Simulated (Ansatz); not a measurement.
**HfO2: how the settings move a single-point run**

Aim: see which settings change the result for HfO2, by how much, and at what cost.

Program: Ansatz 0.2.0. Level of theory: reference: DFT, HSE06, plane waves, PAW. These are calculated values, not measurements.

**1. The starting structure**

It takes space group Fm-3m (No. 225, cubic). Conventional cell: a = 5.058 Å, b = 5.058 Å, c = 5.058 Å, α = 90.00°, β = 90.00°, γ = 90.00°. Hf (site symmetry m-3m) has 8 O at 2.19 Å as nearest neighbours. O (site symmetry -43m) is surrounded by 4 Hf at 2.19 Å.

Coordinates:

```cif
data_structure
_symmetry_space_group_name_H-M 'Fm-3m'
_symmetry_Int_Tables_number 225
_cell_length_a 5.0584
_cell_length_b 5.0584
_cell_length_c 5.0584
_cell_angle_alpha 90.000
_cell_angle_beta 90.000
_cell_angle_gamma 90.000
_cell_volume 129.43
loop_
_atom_site_label
_atom_site_type_symbol
_atom_site_symmetry_multiplicity
_atom_site_Wyckoff_symbol
_atom_site_fract_x
_atom_site_fract_y
_atom_site_fract_z
_atom_site_occupancy
Hf1 Hf 4 a 0.00000 0.00000 0.00000 1
O1 O 8 c 0.25000 0.75000 0.75000 1
```

**2. Baseline**

Input file input.yaml:

```yaml
crystal:
  lattice:
    - [0.0, 2.529182319, 2.529182319]
    - [2.529182319, 0.0, 2.529182319]
    - [2.529182319, 2.529182319, 0.0]
  atoms:
    - { symbol: Hf, position: [0.0, 0.0, 0.0] }
    - { symbol: O, position: [0.25, 0.25, 0.25] }
    - { symbol: O, position: [0.75, 0.75, 0.75] }
kpoints:
  mp_grid: { grid: [4, 4, 4] }
hamiltonian:
  xc: hse06
scf:
  occupations: { method: fixed }
  n_extra_bands: 4
output:
  forces: true
  stress: true
  eigenvalues: true
```

On the command line:

```bash
> ansatz run input.yaml --threads 4 --pin off --max-ram 3686MiB --backend cpu --events-out ev --progress --plain --runs-dir out
```

**3. Changing settings: mp_grid.grid [6, 6, 6], xc r2scan**

Edit input.yaml of step 2 so:

```diff
@@ -10,5 +10,5 @@
 kpoints:
-  mp_grid: { grid: [4, 4, 4] }
+  mp_grid: { grid: [6, 6, 6] }
 hamiltonian:
-  xc: hse06
+  xc: r2scan
 scf:
```

**4. Changed: q_mesh [1, 1, 1]**

Edit input.yaml of step 2 so:

```diff
@@ -16,2 +16,3 @@
   n_extra_bands: 4
+  exx: { q_mesh: [1, 1, 1] }
 output:
```

**5. Variant: exchange pbe, correlation pbe, coeff 0.15, omega 0.1**

Edit input.yaml of step 2 so:

```diff
@@ -12,3 +12,3 @@
 hamiltonian:
-  xc: hse06
+  xc: { exchange: pbe, correlation: pbe, exx: { coeff: 0.15, omega: 0.1 } }
 scf:
```

**6. Changing settings: xc lc_wpbe**

Edit input.yaml of step 2 so:

```diff
@@ -12,3 +12,3 @@
 hamiltonian:
-  xc: hse06
+  xc: lc_wpbe
 scf:
```

**7. Variant: ecutfock_ratio 2**

Edit input.yaml of step 2 so:

```diff
@@ -16,2 +16,3 @@
   n_extra_bands: 4
+  exx: { ecutfock_ratio: 2 }
 output:
```

**8. Changing settings: occupations.method methfessel_paxton, occupations.width 0.001**

Edit input.yaml of step 2 so:

```diff
@@ -14,3 +14,3 @@
 scf:
-  occupations: { method: fixed }
+  occupations: { method: methfessel_paxton, width: 0.001 }
   n_extra_bands: 4
```

Q: Predict the outcome of this session. Wanted: for each run, ending; energy change; pressure; gap; force.

The runs gave:

| run | ending | energy change | pressure (GPa) | gap (eV) | force (eV/Å) | cycles | time |
| --- | --- | --- | --- | --- | --- | --- | --- |
| reference | converged | 0 | -0.4 | 5.41 | 0.00 | 17 | 4.1 s |
| 1: mp_grid.grid [6, 6, 6], xc r2scan | converged | not comparable | 0.0 | 4.30 | 0.00 | 7 | 0.59 s |
| 2: q_mesh [1, 1, 1] | converged | - | -0.4 | 5.41 | 0.00 | 17 | 3.7 s |
| 3: exchange pbe, correlation pbe, coeff 0.15, omega 0.1 | converged | not comparable | 2.0 | 4.97 | 0.00 | 11 | 3.4 s |
| 4: xc lc_wpbe | converged | not comparable | -1.0 | 10.89 | 0.00 | 16 | 6.2 s |
| 5: ecutfock_ratio 2 | converged | - | -0.4 | 5.41 | 0.00 | 17 | 3.7 s |
| 6: occupations.method methfessel_paxton, occupations.width 0.001 | converged | 0.0 meV/atom (σ→0) | -0.4 | 5.41 | 0.00 | 17 | 4 s |

Residual by cycle in the longest SCF loop of each run; runs are numbered as in the table. The quantity is the density residual dr2, in eV.

| cycle | reference | run 1 | run 2 | run 3 | run 4 | run 5 | run 6 |
| --- | --- | --- | --- | --- | --- | --- | --- |
| 1 | 0.0398 | 0.0409 | 0.0398 | 0.0166 | 0.1 | 0.0398 | 0.04 |
| 2 | 0.011 | 0.0036 | 0.011 | 0.00472 | 0.0264 | 0.011 | 0.011 |
| 3 | 0.00254 | 9.0e-4 | 0.00254 | 7.1e-4 | 0.0121 | 0.00254 | 0.0025 |
| 4 | 0.00112 | 3.6e-4 | 0.00112 | 2.8e-4 | 0.00218 | 0.00113 | 0.00109 |
| 5 | 1.6e-4 | 2.0e-5 | 1.6e-4 | 4.6e-5 | 0.00111 | 1.7e-4 | 1.5e-4 |
| 6 | 2.9e-5 | 1.8e-6 | 2.9e-5 | 3.5e-6 | 1.4e-4 | 2.9e-5 | 2.8e-5 |
| 7 | 2.2e-5 | 3.6e-8 | 2.2e-5 | - | 3.1e-5 | 2.2e-5 | 2.2e-5 |
| 8 | 4.9e-7 | - | 4.9e-7 | - | - | 4.9e-7 | 4.7e-7 |

«occupations.method methfessel_paxton, occupations.width 0.001» leaves the energy as it was. Of the variants the dearest is «xc lc_wpbe» (6.2 s), the cheapest «mp_grid.grid [6, 6, 6], xc r2scan» (0.59 s), on a shared host. The gap of the reference lacks spin-orbit coupling, though the cell holds Hf.
